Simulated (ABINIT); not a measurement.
GaGe:

```
Ge Ga
1.0
     0.00000    2.89784    2.89784
     2.89784    0.00000    2.89784
     2.89784    2.89784    0.00000
Ge Ga
1 1
Cartesian
  0.0000 0.0000 0.0000
  1.4489 1.4489 1.4489
```

The cell comes from a database or a generator and needn't be the stable form of this composition.

Base run:

```yaml
Program: ABINIT 10.8.3 (patched build)
Functional: RPBE
Potentials_or_basis: JTH PAW PBE v2.0
Cutoff: 707 eV
k_mesh: 8 × 8 × 8
Occupations: fermi-dirac, width 0.05 eV
Spin: no spin polarisation
```

Its results: band gap on the k mesh none (metal or under the smearing width); pressure 1.9 GPa.

Task: The run is repeated on the same cell with these changes: functional from RPBE to PBE. What comes out?

Result: Band gap on the k mesh none (metal or under the smearing width); pressure 0.2 GPa.

PBE binds more tightly than RPBE, so the same cell stands under less pressure.

Caveats: the PAW data sets were made with another functional, which shifts forces and pressure a little (some runs).

Not every run made on this cell is shown here.
